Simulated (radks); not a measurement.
# Bi in [Xe] 4f14 5d10 6s1.75 6p3 6d0.25: an all-electron calculation

What are the levels of neutral bismuth, how large are its shells, and how does its energy divide?

Method: scalar-relativistic Kohn-Sham, SCAN, spin-polarised, spherical densities, finite nucleus; open shells are filled with parallel spins first. Code: radks (a radial shooting solver on a logarithmic mesh, Libxc functionals) version 1.

**1. Starting point**

- element: bismuth (Z = 83)
- charge: 0
- electrons: 83
- configuration: [Xe] 4f14 5d10 6s1.75 6p3 6d0.25
- nuclear rms radius: 5.5211 fm

**2. The run**

Input:

```text
Z 83
configuration [Xe] 4f14 5d10 6s1.75 6p3 6d0.25 7s0 5f0 7p0 7d0
relativity scalar-relativistic
functional scan,scan
spin polarised
nucleus finite rms 5.5211 fm
c 137.035999084
```

What does the calculation give?

As calculated:

| quantity | value |
| --- | --- |
| total energy | -21527.5025 hartree |
| exchange-correlation share of it | 1.84 % |
| −T/E | 1.1335 |
| highest occupied level | 6d up, -0.266 eV |
| most extended occupied level | 6d up, <r> = 23.6 bohr |
| radius at density 0.001 e/bohr³ | 4.63 bohr |
| maxima of the radial density | 5 |

**Reading.** 6 principal shells are occupied and 5 maxima appear in the radial density; where shells overlap, one shows as a shoulder or not at all. −T/E is 1.133: with relativity the kinetic term as defined here no longer equals −E. This is not the tabulated ground configuration, so its levels and sizes aren't those of the ground state, and no measured value stands beside it.
